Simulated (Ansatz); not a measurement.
Crystal: HPbNO4.

```xyz
7
Lattice="4.2753 -0.0004 0.0064 -2.0840 5.2077 -0.0491 -2.1238 -1.8657 4.9149" Properties=species:S:1:pos:R:3 pbc="T T T"
H     2.2338   -1.5247    4.4769
Pb    0.1373    4.0030    0.6652
N    -2.0197    1.5311    2.4473
O     2.2736    4.7756    0.1022
O    -1.9905    2.6889    2.9560
O     2.2225    1.4102    1.1945
O    -2.0163    0.5081    3.1892
```

The cell was built by a generator and needn't be a form met in nature.

Base run:

* Program: Ansatz 0.2.0
* Functional: PBEsol
* Potentials or basis: all-electron LAPW, scalar-relativistic
* Cutoff: 735 eV
* Density cutoff: 2942 eV
* Basis error allowed: 0.002 eV/atom
* k mesh: 6 × 4 × 4
* Occupations: fermi-dirac, width 0.05 eV
* Spin: no spin polarisation

Its results: band gap on the k mesh 2.88 eV, indirect (least direct gap 3.20 eV); pressure -2.5 GPa; largest force 0.448 eV/Å.

After a change of settings the same cell gave: band gap on the k mesh 2.92 eV, indirect (least direct gap 3.21 eV); pressure 2.3 GPa; largest force 0.247 eV/Å. Which change was it?
A. functional from PBEsol to PBE; k mesh from 6 × 4 × 4 to 5 × 4 × 4
B. functional from PBEsol to RPBE
C. functional from PBEsol to PBE
D. functional from PBEsol to LDA

B.

RPBE binds less tightly than PBEsol, so the same cell stands under more pressure.

Caveats: spin-orbit coupling is left out, which as a rule narrows the gap of such compounds by several tenths of an eV.

Not every run made on this cell is shown here.
